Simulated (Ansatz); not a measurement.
AlSn in Ansatz: the effect of functional

AlSn:

```
Sn Al
1.0
     4.28044    0.00000    0.00000
    -2.14022    3.70697    0.00000
     0.00000    0.00000    3.37170
Sn Al
1 1
Direct
  0.33333 0.66667 0.50000
  0.00000 0.00000 0.00000
```

The cell comes from a database or a generator and needn't be the stable form of this composition.

The cell isn't the ideal one: volume scaled by 1.06.

Alike in all runs:

```yaml
Program: Ansatz 0.2.0
Task: single point
Potentials_or_basis: Ansatz PAW
k_mesh: 7 × 7 × 8
Occupations: fermi-dirac, width 0.05 eV
Spin: no spin polarisation
```

```tsv
functional	cutoff	pressure (GPa)
LDA	420 eV (not typed: the program's choice for these potentials)	-5.2
r2SCAN	500 eV (not typed: the program's choice for these potentials)	?
PBE	420 eV (not typed: the program's choice for these potentials)	-2.3
```

Q: What does the run with functional r2SCAN give?

A: Pressure -3.7 GPa.

Caveats: the PAW data sets come from PBE, with cores solved anew for the run's functional, which leaves a small shift of forces and pressure (some runs).
